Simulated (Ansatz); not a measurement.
**C2H6BFO2: a ladder of functionals and wavefunction methods**

How much do the methods differ for C2H6BFO2? The plan is to run it at one geometry with functionals of several rungs and with coupled cluster. The yardstick is the atomisation energy at the CCSD(T) limit.

The runs use Ansatz 0.2.0, Gaussian basis; functionals in def2-TZVPP, the program's frozen cores in correlated methods.

Levels to be run: LDA (SPW92), PBE-D4, revPBE-D4, BLYP-D4, r2SCAN-D4, B97M-V, PBE0-D4, B3LYP-D4, r2SCANh-D4, r2SCAN0-D4, HSE06-D4, BHLYP-D4, CAM-B3LYP-D4, LC-ωPBE, ωB97X-V, ωB97M-V, B2PLYP, PBE-QIDH; CCSD(T)/def2-SVP; CCSD(T)/def2-TZVPP; MP2/def2-QZVPP; extrapolation to the limit; RPA on PBE.

**1. Structure used throughout**

The geometry comes from an earlier relaxation with PBE0-D4 in a triple-zeta def2 set; it is a stationary point, not always the lowest conformer.

12 atoms, charge 0, spin multiplicity 1.

Atoms are counted from 1 here; the program's logs count them from 0.

Bond lengths: B1–C2 1.609 Å, B1–O3 1.492 Å, B1–H7 1.208 Å, B1–H8 1.212 Å, C2–F4 1.304 Å, C2–O5 1.274 Å, O3–H9 0.959 Å, O5–C6 1.445 Å, C6–H10 1.085 Å, C6–H11 1.088 Å, C6–H12 1.089 Å. Angles: C2–B1–O3 91.3°, C2–B1–H7 109.8°, C2–B1–H8 109.9°, O3–B1–H7 112.8°, O3–B1–H8 115.5°, H7–B1–H8 114.9°, B1–C2–F4 120.2°, B1–C2–O5 125.5°, F4–C2–O5 112.9°, B1–O3–H9 109.1°, C2–O5–C6 121.0°, O5–C6–H10 105.0°, O5–C6–H11 110.0°, O5–C6–H12 109.6°, H10–C6–H11 110.8°, H10–C6–H12 110.9°, H11–C6–H12 110.5°.

**2. LDA**

This LDA is Slater exchange with PW92 correlation.

in.yaml reads:

```yaml
crystal:
  periodic: [false, false, false]
  atoms:
    - {symbol: B, position_ang: [-0.389595, -1.785047, -0.247658]}
    - {symbol: C, position_ang: [-0.433582, -0.177227, -0.301611]}
    - {symbol: O, position_ang: [-0.157810, -1.764181, 1.226537]}
    - {symbol: F, position_ang: [-1.485433, 0.465575, 0.124805]}
    - {symbol: O, position_ang: [0.571001, 0.583817, -0.489713]}
    - {symbol: C, position_ang: [0.527307, 1.979355, -0.116602]}
    - {symbol: H, position_ang: [-1.470929, -2.234035, -0.546314]}
    - {symbol: H, position_ang: [0.535179, -2.194429, -0.914907]}
    - {symbol: H, position_ang: [0.781374, -1.853751, 1.398144]}
    - {symbol: H, position_ang: [1.512480, 2.365123, -0.359190]}
    - {symbol: H, position_ang: [-0.241285, 2.494301, -0.689891]}
    - {symbol: H, position_ang: [0.328192, 2.065399, 0.950400]}
basis:
  gaussian: {orbitals: def2-TZVPP}
hamiltonian: {xc: lda}
output: {orbitals: {seedname: orbitals}}
```

Run with:

```sh
ansatz run in.yaml --threads 4 --pin off --events-out ev --progress --plain --max-ram 10444MiB
```

Further steps of the session: PBE-D4 (GGA); revPBE-D4 (GGA); BLYP-D4 (GGA); r2SCAN-D4 (meta-GGA); B97M-V (meta-GGA); B3LYP-D4 (hybrid); r2SCANh-D4 (hybrid); r2SCAN0-D4 (hybrid); HSE06-D4 (hybrid); BHLYP-D4 (hybrid); CAM-B3LYP-D4 (range-separated); LC-ωPBE (range-separated); ωB97X-V (range-separated); ωB97M-V (range-separated); B2PLYP (double hybrid); PBE-QIDH (double hybrid); CCSD(T) in def2-SVP; CCSD(T) in def2-TZVPP; MP2 in def2-QZVPP; RPA on PBE orbitals.

**Question.** What will the summary of the whole plan be? Wanted: atomisation energy, CCSD(T)/CBS; farthest beyond LDA; mean size of error, GGA; mean size of error, meta-GGA; mean size of error, hybrid; mean size of error, range-separated; mean size of error, double hybrid; gap, smallest and largest; T1 diagnostic.

**Answer**, as computed:

| quantity | value |
| --- | --- |
| atomisation energy, CCSD(T)/CBS | 4565.7 kJ/mol |
| functionals within 22.8 kJ/mol (0.5 %) | revPBE-D4, B97M-V, B3LYP-D4, r2SCANh-D4, LC-ωPBE, ωB97X-V |
| farthest beyond LDA | BHLYP-D4 (-177.7 kJ/mol) |
| mean size of error, GGA | 76.1 kJ/mol |
| mean size of error, meta-GGA | 32.8 kJ/mol |
| mean size of error, hybrid | 51.9 kJ/mol |
| mean size of error, range-separated | 26.1 kJ/mol |
| mean size of error, double hybrid | 30.4 kJ/mol |
| gap, smallest and largest | 3.06 eV (LDA (SPW92)), 10.81 eV (LC-ωPBE) |
| T1 diagnostic | 0.0160 |
| triples share of the correlation energy | 3.7 % |

**Reading.** The LDA atomisation energy is off by 815.9 kJ/mol (18 %): it overbinds. PBE-D4 is off by +163.4 kJ/mol. Double hybrids carry the basis error of their MP2 part in triple zeta, and no dispersion term here, so their miss is partly the set-up's. By mean error the best rung here is range-separated (26.1 kJ/mol) and the worst beyond LDA is GGA (76.1 kJ/mol). The gap between the best rungs is small, so their order is not settled. Misses under about 22.8 kJ/mol are within the doubt on the reference itself, which lacks core-valence correlation, relativity and higher excitations. Hartree-Fock recovers 71 % of the binding; the rest is correlation. CCSD(T) in def2-SVP is off by -218.2 kJ/mol, more than most functionals: a good method in a small basis is no reference. The gap grows from 3.1 to 10.8 eV across the functionals, mostly with the share of exact exchange.
